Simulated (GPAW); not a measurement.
# MoSe (Pm-3m) in GPAW: further runs

The runs below take MoSe through band structure, Fermi surface, with LDA, vdW-DF2.

Everything below comes from runs of GPAW 26.7.0. Logs are shortened: lines on timing, memory, paths and dates and some standing lists are left out, and cuts for length are marked. The log counts tension as positive stress, the text compression.

### Step 1. Starting point

The structure is cubic, space group Pm-3m (No. 221). Conventional cell: a = 3.500 Å, b = 3.500 Å, c = 3.500 Å, α = 90.00°, β = 90.00°, γ = 90.00°. Mo (site symmetry m-3m) is surrounded by 8 Se at 3.03 Å. Around Se (site symmetry m-3m) lie 8 Mo at 3.03 Å.

The cell was built by a generator and needn't be a form met in nature.

### Step 2. Band structure, LDA

run.py reads:

```python
from ase.dft.bandgap import bandgap
from ase.io import read, write
from ase.units import GPa
from gpaw import GPAW, PW

atoms = read('POSCAR')

calc = GPAW(mode=PW(1600),
            xc='LDA',
            kpts={'size': (8, 8, 8), 'gamma': True},
            occupations={'name': 'fermi-dirac', 'width': 0.05},
            setups='hgh',
            nbands=-10,
            convergence={'density': 1e-05, 'energy': 1e-05},
            maxiter=150,
            txt='gpaw.txt')
atoms.calc = calc
energy = atoms.get_potential_energy()
forces = atoms.get_forces()
stress = atoms.get_stress()
calc.write('gs.gpw')
write('result.traj', atoms)
print(f'Energy: {energy:.6f} eV')
print('Forces (eV/A):')
print(forces.round(4))
print('Stress (GPa):', (stress / GPa).round(3))
print('Fermi level:', round(calc.get_fermi_level(), 4), 'eV')
print(f'Gap: {bandgap(calc)[0]:.4f} eV, direct: {bandgap(calc, direct=True)[0]:.4f} eV')

path = atoms.cell.bandpath('GXMGRX,MR', npoints=80, eps=1e-4)
bs_calc = calc.fixed_density(kpts=path, symmetry='off', nbands=-20,
                             convergence={'bands': 'CBM+6.0', 'eigenstates': 1e-6}, txt='bands.txt')
bs = bs_calc.band_structure()
bs.write('bs.json')
print(f'Gap on the path: {bandgap(bs_calc)[0]:.4f} eV')
```

POSCAR reads:

```
MoSe
1.0
    3.5002295900      0.0000000000      0.0000000000
    0.0000000000      3.5002295900      0.0000000000
    0.0000000000      0.0000000000      3.5002295900
Mo Se
1 1
Direct
    0.0000000000      0.0000000000      0.0000000000
    0.5000000000      0.5000000000      0.5000000000
```

Potentials or basis: HGH pseudopotentials, pw.

Launch:

```bash
$ OMP_NUM_THREADS=1 python run.py
```

gpaw.txt:

```text
__  _  _
 | _ |_)|_||  |
 |__||  | ||/\| - 26.7.0

Input parameters:
  mode=PW(ecut=1600.0),
  convergence={'density': 1e-05, 'energy': 1e-05},
  kpts=MonkhorstPack(size=(8, 8, 8), gamma=True),
  maxiter=150,
  nbands=-10,
  occupations=Occupations(name='fermi-dirac', width=0.05),
  setups={'default': 'hgh'},
  xc=XC(name='LDA')

Diagonalizing LCAO Hamiltonian
Converting LCAO to pw mode
   .--------.
  /|        |
 * |        |
 | |   Se   |
 | .--------.
 |/        /
 Mo-------*

Atoms  # Å, Bohr magnetons
|   | symbol |        x |        y |        z |    initial magnetic moments |
|---|--------|----------|----------|----------|-----------------------------|
| 0 |     Mo | 0.000000 | 0.000000 | 0.000000 | ( 0.0000,  0.0000,  0.0000) |
| 1 |     Se | 1.750115 | 1.750115 | 1.750115 | ( 0.0000,  0.0000,  0.0000) |

Unit cell  # Å
| periodic |        x |        y |        z |  lengths |    angles |
|----------|----------|----------|----------|----------|-----------|
|      yes | 3.500230 | 0.000000 | 0.000000 | 3.500230 | 90.000000 |
|      yes | 0.000000 | 3.500230 | 0.000000 | 3.500230 | 90.000000 |
|      yes | 0.000000 | 0.000000 | 3.500230 | 3.500230 | 90.000000 |

Number of symmetries: 48
Symmetry operations  # r_c * U_cc + t_c -> r_c
|    | kind |            matrix            |
|----|------|------------------------------|
|  0 |  E   |  1, 0, 0,  0, 1, 0,  0, 0, 1 |
|  1 |  σ   |  1, 0, 0,  0, 1, 0,  0, 0,-1 |
|  2 |  σ   |  1, 0, 0,  0, 0, 1,  0, 1, 0 |
|  3 |  C4  |  1, 0, 0,  0, 0, 1,  0,-1, 0 |
|  4 |  C4  |  1, 0, 0,  0, 0,-1,  0, 1, 0 |
|  5 |  σ   |  1, 0, 0,  0, 0,-1,  0,-1, 0 |
|  6 |  σ   |  1, 0, 0,  0,-1, 0,  0, 0, 1 |
|  7 |  C2  |  1, 0, 0,  0,-1, 0,  0, 0,-1 |
|  8 |  σ   |  0, 1, 0,  1, 0, 0,  0, 0, 1 |
|  9 |  C2  |  0, 1, 0,  1, 0, 0,  0, 0,-1 |
| 10 |  C3  |  0, 1, 0,  0, 0, 1,  1, 0, 0 |
| 11 |  S6  |  0, 1, 0,  0, 0, 1, -1, 0, 0 |
| 12 |  S6  |  0, 1, 0,  0, 0,-1,  1, 0, 0 |
| 13 |  C3  |  0, 1, 0,  0, 0,-1, -1, 0, 0 |
| 14 |  C4  |  0, 1, 0, -1, 0, 0,  0, 0, 1 |
| 15 |  S4  |  0, 1, 0, -1, 0, 0,  0, 0,-1 |
| 16 |  C3  |  0, 0, 1,  1, 0, 0,  0, 1, 0 |
| 17 |  S6  |  0, 0, 1,  1, 0, 0,  0,-1, 0 |
| 18 |  σ   |  0, 0, 1,  0, 1, 0,  1, 0, 0 |
| 19 |  C4  |  0, 0, 1,  0, 1, 0, -1, 0, 0 |
| 20 |  C2  |  0, 0, 1,  0,-1, 0,  1, 0, 0 |
| 21 |  S4  |  0, 0, 1,  0,-1, 0, -1, 0, 0 |
| 22 |  S6  |  0, 0, 1, -1, 0, 0,  0, 1, 0 |
| 23 |  C3  |  0, 0, 1, -1, 0, 0,  0,-1, 0 |
| 24 |  S6  |  0, 0,-1,  1, 0, 0,  0, 1, 0 |
| 25 |  C3  |  0, 0,-1,  1, 0, 0,  0,-1, 0 |
| 26 |  C4  |  0, 0,-1,  0, 1, 0,  1, 0, 0 |
| 27 |  σ   |  0, 0,-1,  0, 1, 0, -1, 0, 0 |
| 28 |  S4  |  0, 0,-1,  0,-1, 0,  1, 0, 0 |
| 29 |  C2  |  0, 0,-1,  0,-1, 0, -1, 0, 0 |
| 30 |  C3  |  0, 0,-1, -1, 0, 0,  0, 1, 0 |
| 31 |  S6  |  0, 0,-1, -1, 0, 0,  0,-1, 0 |
| 32 |  C4  |  0,-1, 0,  1, 0, 0,  0, 0, 1 |
| 33 |  S4  |  0,-1, 0,  1, 0, 0,  0, 0,-1 |
| 34 |  S6  |  0,-1, 0,  0, 0, 1,  1, 0, 0 |
| 35 |  C3  |  0,-1, 0,  0, 0, 1, -1, 0, 0 |
| 36 |  C3  |  0,-1, 0,  0, 0,-1,  1, 0, 0 |
| 37 |  S6  |  0,-1, 0,  0, 0,-1, -1, 0, 0 |
| 38 |  σ   |  0,-1, 0, -1, 0, 0,  0, 0, 1 |
| 39 |  C2  |  0,-1, 0, -1, 0, 0,  0, 0,-1 |
| 40 |  σ   | -1, 0, 0,  0, 1, 0,  0, 0, 1 |
| 41 |  C2  | -1, 0, 0,  0, 1, 0,  0, 0,-1 |
| 42 |  C2  | -1, 0, 0,  0, 0, 1,  0, 1, 0 |
| 43 |  S4  | -1, 0, 0,  0, 0, 1,  0,-1, 0 |
| 44 |  S4  | -1, 0, 0,  0, 0,-1,  0, 1, 0 |
| 45 |  C2  | -1, 0, 0,  0, 0,-1,  0,-1, 0 |
| 46 |  C2  | -1, 0, 0,  0,-1, 0,  0, 0, 1 |
| 47 |  i   | -1, 0, 0,  0,-1, 0,  0, 0,-1 |

BZ-sampling:
  Number of BZ points: 512
  Number of IBZ points: 35

  Monkhorst-Pack size: [8, 8, 8]
  Monkhorst-Pack shift: [0.0625, 0.0625, 0.0625]

K-points  # in reciprocal-cell coordinates
|     |                                coordinates |     weight |
|-----|--------------------------------------------|------------|
|   0 | (  0.00000000,   0.00000000,   0.00000000) | 0.00195312 |
|   1 | (  0.12500000,   0.00000000,   0.00000000) | 0.01171875 |
|   2 | (  0.12500000,   0.12500000,   0.00000000) | 0.02343750 |
|   3 | (  0.12500000,   0.12500000,   0.12500000) | 0.01562500 |
|   4 | (  0.25000000,   0.00000000,   0.00000000) | 0.01171875 |
|   5 | (  0.25000000,   0.12500000,   0.00000000) | 0.04687500 |
|   6 | (  0.25000000,   0.12500000,   0.12500000) | 0.04687500 |
|   7 | (  0.25000000,   0.25000000,   0.00000000) | 0.02343750 |
|   8 | (  0.25000000,   0.25000000,   0.12500000) | 0.04687500 |
|   9 | (  0.25000000,   0.25000000,   0.25000000) | 0.01562500 |
| ... |                                            |            |
|  34 | (  0.50000000,   0.50000000,   0.50000000) | 0.00195312 |

Plane wave coefficients: 6302
Cutoff: 1600.0 eV

Spin-components: 1 (collinear spins)
Bands:           16
Projectors:      12
Spin-degeneracy: 2
Datatype:        complex128

Parallelization:
  kpt:    1
  domain: 1
  band:   1

Density:
  Valence electrons: 12.0
  Components: 1
  Grid points: [35 35 35]
  Charge: 0.0  # |e|

Potential:
  Grid points: [35 35 35]

species:
  HGH setup for Mo
      Valence Z=6, rloc=0.69900
      Local part coeffs: 7.99587
      Projectors:
          l=0, rc=0.67813
          l=1, rc=0.80077
          l=2, rc=0.45338
      Diagonal coefficients of nonlocal parts:
          l=0:  1.28961,  0.99811
          l=1:  0.30141,  0.74162
          l=2: -2.80971, -6.82095

    LCAO basis set for Mo:
      Name: atompaw.sz
      This basis set was not loaded from a file
      Number of radial functions: 2
      Number of spherical harmonics: 6
        l=0, rc=8.9500 Bohr: 1s e=-0.155 f=1.000
        l=2, rc=8.9500 Bohr: 1d e=-0.140 f=5.000
      Number of RI-basis functions 0

  HGH setup for Se
      Valence Z=6, rloc=0.51000
      Local part coeffs: zeros
      Projectors:
          l=0, rc=0.43253
          l=1, rc=0.47247
          l=2, rc=0.61342
      Diagonal coefficients of nonlocal parts:
          l=0:  5.14513,  2.05201, -1.36920
          l=1:  2.85881, -0.59067
          l=2:  0.43483

    LCAO basis set for Se:
      Name: atompaw.sz
      This basis set was not loaded from a file
      Number of radial functions: 2
      Number of spherical harmonics: 4
        l=0, rc=8.9500 Bohr: 1s e=-0.642 f=2.000
        l=1, rc=8.9500 Bohr: 1p e=-0.244 f=4.000
      Number of RI-basis functions 0

Reference energy: 0.000000  # eV

eigensolver:
  PPCG
  Converge bands: occupied
  niter=2

density mixing:
  MSR1-Mixer
  Pratt-step length: 0.05
  Maximum mixing coefficient: 0.75
  Old densities: 10
  SVD Regularization: 0.005
  Good broyden scale: 1.0
  Trust region scale: 1.0
  Backstep threshold: 4.0
  History deletion threshold: 6.0
  Fourier metric: weight=20.0, sigma=0.015

occupation numbers:
  Fermi-Dirac:
    width: 0.0500  # eV

poisson solver:
  ecut: 12800.0  # eV

xc functional:
  name: None

convergence criteria:
- Maximum integral of absolute [dens]ity change: 1e-05 electrons / valence electron
- Maximum [total energy] change in last 3 cyles: 1e-05 eV / valence electron
- Maximum integral of absolute [eigenst]ate change: 4e-08 eV^2 / valence electron
maximum number of iterations: 150

SCF iterations
|iter     | |      energy | eigst |  dens |
|---------|-|-------------|-------|-------|
|iter:   1| | -476.459438 | +0.29 |       |
|iter:   2| | -476.316875 | -1.33 | -0.87 |
|iter:   3| | -475.832097 | -1.51 | -0.92 |
|iter:   4| | -475.804212 | -2.80 | -1.57 |
|iter:   5| | -475.802920 | -3.81 | -1.89 |
|iter:   6| | -475.802983 | -4.87 | -2.40 |
|iter:   7| | -475.802984c| -7.04 | -3.42 |
|iter:   8| | -475.802984c| -7.68c| -3.77 |
|iter:   9| | -475.802984c| -8.95c| -5.12c|

Converged in 9 steps
Energy contributions relative to reference atoms: (reference = 0.000000)

Energy contributions:
  Kinetic:         153.383119
  Coulomb:        -620.919638
  Zero:            100.185558
  External:          0.000000
  Xc:             -108.437658
  Entropy:          -0.028729
  Spinorbit:         0.000000
  ----------------------------
  Free energy:    -475.817348
  Extrapolated:   -475.802984

dipole moment: (-10.500689, -10.500689, -10.500689)  # |e|*Ang

Fermi level: 6.082
Eigenvalues  # (at kpt = [0.000, 0.000, 0.000])
| band index |      eig [eV] | occ [0-2] |
|------------|---------------|-----------|
|          0 |        -8.362 |     2.000 |
|          1 |         3.936 |     2.000 |
|          2 |         3.936 |     2.000 |
|          3 |         4.497 |     2.000 |
|          4 |         4.497 |     2.000 |
|          5 |         4.497 |     2.000 |
|          6 |         6.500 |     0.000 |
|          7 |         6.500 |     0.000 |
|          8 |         6.500 |     0.000 |
|          9 |         6.661 |     0.000 |
|         10 |        14.742 |     0.000 |
|         11 |        14.742 |     0.000 |
|         12 |        19.538 |     0.000 |
|         13 |        19.538 |     0.000 |
|        ... |               |           |
|         15 |        22.295 |     0.000 |

No gap
No difference between direct/indirect transitions

Forces  # eV/Ang
|       x |       y |       z |
|---------|---------|---------|
| 0.00000 | 0.00000 | 0.00000 |  # Mo   0
| 0.00000 | 0.00000 | 0.00000 |  # Se   1

Stress tensor  # eV/Ang^3
|        x |        y |        z |
|----------|----------|----------|
| 0.190735 | 0.000000 | 0.000000 |
| 0.000000 | 0.190735 | 0.000000 |
| 0.000000 | 0.000000 | 0.190735 |

# Writing to gs.gpw (mode='')
```

It took 91 s on 1 thread of Intel Xeon 6975P-C (Granite Rapids), shared host; peak memory 0.65 GiB.

Results:

```yaml
Free_energy: -475.8173 eV
Pressure: -30.6 GPa
Band_gap_along_the_path: none (metal or under the smearing width)
```

Levels at the corners of the path, in eV from the Fermi level:
```csv
point,band 2,band 3,band 4,band 5,band 6,band 7,band 8,band 9,band 10,band 11
Γ,-2.15,-2.15,-1.59,-1.59,-1.59,0.42,0.42,0.42,0.58,8.66
X,-6.51,-2.65,-2.65,-1.63,0.59,1.09,2.52,2.52,3.95,6.46
M,-4.69,-4.69,-2.09,-0.50,-0.49,-0.49,-0.29,1.30,3.26,8.66
Γ,-2.15,-2.15,-1.59,-1.59,-1.59,0.42,0.42,0.42,0.58,8.66
R,-5.27,-5.27,-5.27,1.36,1.36,2.76,2.76,2.76,2.83,2.83
X,-6.51,-2.65,-2.65,-1.63,0.59,1.09,2.52,2.52,3.95,6.46
M,-4.69,-4.69,-2.09,-0.50,-0.49,-0.49,-0.29,1.30,3.26,8.66
R,-5.27,-5.27,-5.27,1.36,1.36,2.76,2.76,2.76,2.83,2.83
```

Caveat: a pressure of tens of GPa on the cell as given is suspect, and the run, the potentials or the cell itself is likely at fault; HGH potentials are hard and often keep d shells in the core, so these values are rough.

(Part 1 of 2 ends here.)
